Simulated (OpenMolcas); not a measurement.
# Mo²⁺ among point charges: CASSCF and CASPT2 levels and susceptibility

How does a field of 6 point charges split the states of Mo²⁺, and what χT follows?

Program: OpenMolcas 26.06. Level of theory: state-averaged CASSCF and CASPT2, spin-orbit coupling by RASSI with atomic mean-field integrals. These are calculated values, not measurements, unless marked.

### Step 1. What is computed

| Property | Result |
| --- | --- |
| Species | Mo²⁺ (molybdenum, Z = 42, 40 electrons) |
| Basis | ANO-RCC-VDZP [6s5p3d1f], 43 functions |
| Scalar Hamiltonian | DKH2, point nucleus |
| Inactive shells | 1s 2s 2p 3s 3p 3d 4s 4p |
| Active space | 4 electrons in 5 orbitals (4d) |
| Some configurations of this space | 4d4 |
| Orbitals | optimised for each spin and parity, averaged over all roots |

Outer shells as boxes (Hund's rule):

4d4
```
4d [↑ ][↑ ][↑ ][↑ ][  ]
```

The ion sits among 6 point charges of -1 e arranged as an octahedron (Oh), 1.69 Å from the ion.

The work runs as a chain of OpenMolcas steps in one folder; each step below is one input file. Labels, J, g values, rates, χT and fits are worked out afterwards by a script from the matrices that RASSI stores. The input lists half of the charges; inversion (Group=XYZ) makes the rest.

### Step 2. GATEWAY and SEWARD: basis and integrals

Input file a.inp:

```
&GATEWAY
Coord
1

Mo 0.0 0.0 0.0
Basis=ANO-RCC-VDZP
Group=XYZ
NoMove
AngMom=0.0 0.0 0.0
AMFI
XField
3 Angstrom 0
1.690000 0.000000 0.000000 -1.000000
0.000000 1.690000 0.000000 -1.000000
0.000000 0.000000 1.690000 -1.000000
&SEWARD
```

Started as:

```sh
OMP_NUM_THREADS=1 MOLCAS_MEM=1689 MOLCAS_PROJECT=a pymolcas a.inp > a.log
```

### Step 3. CASSCF: quintets of even parity, 5 roots

Input file a.inp:

```
&RASSCF
FileOrb=start.orb
Symmetry=1
Spin=5
nActEl=4 0 0
Inactive=9 9
Ras2=5 0
CIRoot=5 5 1
SDav=5
CIMx=300
Iter=120 100
PrWF=0.3
OrbListing=Nothing
MaxOrb=0
>>> COPY $Project.JobIph JOB001
```

start.orb holds the contracted functions of the basis, ordered by shell, or the orbitals of the step before.

### Step 4. Reference wave functions, triplets of even parity, 45 roots

Input file a.inp:

```
&RASSCF
FileOrb=start.orb
Symmetry=1
Spin=3
nActEl=4 0 0
Inactive=9 9
Ras2=5 0
CIRoot=45 45 1
SDav=45
CIMx=300
Iter=120 100
PrWF=0.3
OrbListing=Nothing
MaxOrb=0
>>> COPY $Project.JobIph JOB002
```

### Step 5. Reference wave functions, singlets of even parity, 50 roots

Input file a.inp:

```
&RASSCF
FileOrb=start.orb
Symmetry=1
Spin=1
nActEl=4 0 0
Inactive=9 9
Ras2=5 0
CIRoot=50 50 1
SDav=50
CIMx=300
Iter=120 100
PrWF=0.3
OrbListing=Nothing
MaxOrb=0
>>> COPY $Project.JobIph JOB003
```

### Step 6. RASSI: spin-orbit coupling between the states

Input file a.inp:

```
&RASSI
NrOfJobIphs=3 5 45 50
1 2 3 4 5
1 2 3 4 5 6 7 8 9 10 11 12 13 14 15 16 17 18 19 20 21 22 23 24 25 26 27
28 29 30 31 32 33 34 35 36 37 38 39 40 41 42 43 44 45
1 2 3 4 5 6 7 8 9 10 11 12 13 14 15 16 17 18 19 20 21 22 23 24 25 26 27
28 29 30 31 32 33 34 35 36 37 38 39 40 41 42 43 44 45 46 47 48 49 50
IphNames
JOB001
JOB002
JOB003
EJob
SpinOrbit
DIPRint=1.0
SOCoupling=1000.0
Subsets=2
Property=9
'ANGMOM' 1 'ANGMOM' 2 'ANGMOM' 3 'MLTPL  1' 1 'MLTPL  1' 2 'MLTPL  1' 3
'AMFI' 1 'AMFI' 2 'AMFI' 3
SOProperty=3
'ANGMOM' 1 'ANGMOM' 2 'ANGMOM' 3
```

### Step 7. CASPT2: IPEA 0.25, imaginary shift 0.1 (closed shells correlated: 4s 4p)

Input file a.inp:

```
>>> COPY JOB001 $Project.JobIph
&CASPT2
Multistate=5 1 2 3 4 5
NoMult
Frozen=8 6
IPEA=0.25
Imaginary=0.1
MaxIter=60
WThr=0.0 0.3 0.05
PrWF=0.5
NoMix
>>> COPY JOB002 $Project.JobIph
&CASPT2
Multistate=45 1 2 3 4 5 6 7 8 9 10 11 12 13 14 15 16 17 18 19 20 21 22
23 24 25 26 27 28 29 30 31 32 33 34 35 36 37 38 39 40 41 42 43 44 45
NoMult
Frozen=8 6
IPEA=0.25
Imaginary=0.1
MaxIter=60
WThr=0.0 0.3 0.05
PrWF=0.5
NoMix
>>> COPY JOB003 $Project.JobIph
&CASPT2
Multistate=50 1 2 3 4 5 6 7 8 9 10 11 12 13 14 15 16 17 18 19 20 21 22
23 24 25 26 27 28 29 30 31 32 33 34 35 36 37 38 39 40 41 42 43 44 45 46
47 48 49 50
NoMult
Frozen=8 6
IPEA=0.25
Imaginary=0.1
MaxIter=60
WThr=0.0 0.3 0.05
PrWF=0.5
NoMix
```

(Steps that only read results are left out.)

Before running it: what results should come out? Wanted: spin-free ground state; first state of the same spin within the active space; lowest level; next level.

As calculated:

```
                                            quantity                                                                        value
                                              method  SS-CASPT2, IPEA 0.25, imaginary shift 0.1 (closed shells correlated: 4s 4p)
                              spin-free ground state                                              3T1, 3-fold in its orbital part
first state of the same spin within the active space                                                            3T1 at 15600 cm⁻¹
                                        lowest level                                                                    1-fold A1
                                          next level                                                                   390.5 cm⁻¹
                                         χT at 300 K                                                               1.56 cm³ K/mol
                           effective moment at 300 K                                                                      3.53 μB
```

Cost by method:

| method | time of its own steps | time with the reference |
| --- | --- | --- |
| A. CASSCF | 19 s | 19 s |
| B. SS-CASPT2, IPEA 0.25, imaginary shift 0.1, +4s 4p | 5.8 s | 25 s |

Times are of one thread on a shared host.

In words: The spin-free ground state (3T1) comes to 39 % from free-ion H terms and has less than the highest spin computed. χT at 300 K is 1.56, against 1.00 cm³ K/mol for the spin alone, so orbital moment adds to it. A ligand-field fit to the states below 45000 cm-1 gives 10Dq = 19411 cm-1, B = 499 cm-1 and C = 2531 cm-1 (C/B = 5.08), with a deviation of 688 cm-1. CASPT2 does not keep the components of a term degenerate, and the means are used. The field of point charges can differ much from that of real complexes. With metal d orbitals alone active, the gaps between spin states are rough; where two lie within a few thousand cm-1, their order is open. Point charges carry no covalency, so the field is a model and not that of real ligands.
